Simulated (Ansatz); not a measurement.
Consider vertical spin-state energies of CH5SSbSi, SMILES [SiH3][CH]1[S][SbH]1 (Ansatz 0.2.0 through its Python package).

The script reads `ch5ssbsi.xyz`:
```text
9

Si   -0.80450    0.99170    0.36460
C    -0.04810   -0.59480   -0.07080
S     0.92640   -1.20300    1.27680
Sb    1.97040   -0.33980   -0.88230
H     0.12550    1.91810    0.98330
H    -1.34580    1.68440   -0.88110
H    -1.95260    0.80010    1.27090
H    -0.64160   -1.35210   -0.54810
H     1.85870   -1.95090   -1.53040
```

`ch5ssbsi.py`
```python
"""Vertical spin-state energies of CH5SSbSi."""

import warnings

import ansatz as az

warnings.simplefilter("ignore", az.DeckWarning)

mol = az.Crystal.molecule_from_extxyz("ch5ssbsi.xyz")

calculation = (
    mol.calculation()
    .basis(gaussian="def2-SVPD")
    .functional("pbe0")
)
found = {}
for unpaired in [0, 2]:
    report = calculation.spin("collinear", total=unpaired).run(threads=1).report
    s = unpaired / 2
    found[unpaired] = report["free_energy_ev"]
    print(f"2S+1 = {unpaired + 1}: E = {found[unpaired]:.5f} eV, <S^2> = {abs(report['mean_field']['state']['spin_squared']):.3f} (pure state {s * (s + 1):.2f})")
lowest = min(found, key=found.get)
for unpaired, e in found.items():
    print(f"multiplicity {unpaired + 1}: {23.060548 * (e - found[lowest]):.1f} kcal/mol above the lowest")
```

Which spin state is lowest at this geometry, and how far above lie the others?

In order: multiplicity 1 (+0.00 eV) and multiplicity 3 (+2.43 eV), all at the one geometry.

What the script printed:

Running `python ch5ssbsi.py` prints:
```text
2S+1 = 1: E = -26353.68070 eV, <S^2> = 0.000 (pure state 0.00)
2S+1 = 3: E = -26351.25521 eV, <S^2> = 2.008 (pure state 2.00)
multiplicity 1: 0.0 kcal/mol above the lowest
multiplicity 3: 55.9 kcal/mol above the lowest
```

Reading the output:
- Total energies depend on the basis set; only differences at equal settings carry meaning.
- The geometry is a force-field or estimated start, not a minimum of this method, and the basis set is short of its limit. All parts are taken at fixed geometry, without zero-point energy.
- def2 sets replace the cores of elements past krypton by effective core potentials.
- Spin-orbit coupling, which mixes and shifts the spin states of heavy atoms, is left out.
- Processor time in the engine: 26 s on 1 thread of Intel(R) Xeon(R) Processor @ 2.30GHz, on a shared host, peak memory 0.6 GiB.
